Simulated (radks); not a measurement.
# Ionisation energy and size from Mg to Ar

One table from this session's results is given with a row withheld; the runs are named, their logs left out.

The numbers are computed with radks (a radial shooting solver on a logarithmic mesh, Libxc functionals) version 1 (Dirac Kohn-Sham, PBE, spin-unpolarised, spherical densities, finite nucleus; open shells fill j = l - 1/2 first), except any that are marked as measured or tabulated.

### Starting point

| Item | Value |
| --- | --- |
| species | Mg, Al, Si, P, S, Cl, Ar |
| runs | 14, each species and its next ion |

The first run:

The run's settings:

```text
Z 12
configuration [Ne] 3s2
relativity Dirac
functional pbe,pbe
spin unpolarised
j_filling energy
nucleus finite rms 3.057 fm
c 137.035999084
```

Among the steps run: Mg, [Ne] 3s2; Mg⁺, [Ne] 3s1; Al, [Ne] 3s2 3p1; Al⁺, [Ne] 3s2; Si, [Ne] 3s2 3p2; Si⁺, [Ne] 3s2 3p1; P, [Ne] 3s2 3p3; P⁺, [Ne] 3s2 3p2; S, [Ne] 3s2 3p4; S⁺, [Ne] 3s2 3p3; Cl, [Ne] 3s2 3p5; Cl⁺, [Ne] 3s2 3p4; Ar, [Ar]; Ar⁺, [Ne] 3s2 3p5.

One of the session's tables, all rows but one given; the rest of the session is left out.

| species | Δ-SCF (eV) | −ε(HOMO) (eV) | its <r> (bohr) |
| --- | --- | --- | --- |
| Mg | 7.960 | 4.705 | 3.15 |
| Al | ? | ? | ? |
| Si | 7.755 | 4.090 | 2.79 |
| P | 9.696 | 5.477 | 2.38 |
| S | 11.726 | 6.971 | 2.08 |
| Cl | 13.822 | 8.547 | 1.85 |
| Ar | 15.992 | 10.211 | 1.67 |

Q: Estimate the row for Al from the others.

As computed: Δ-SCF (eV): 5.772; −ε(HOMO) (eV): 2.718; its <r> (bohr): 3.44. In the column «Δ-SCF (eV)» it is the lowest.

Spin polarisation and multiplet splitting are left out, so open shells lie too high by an amount that depends on their filling.
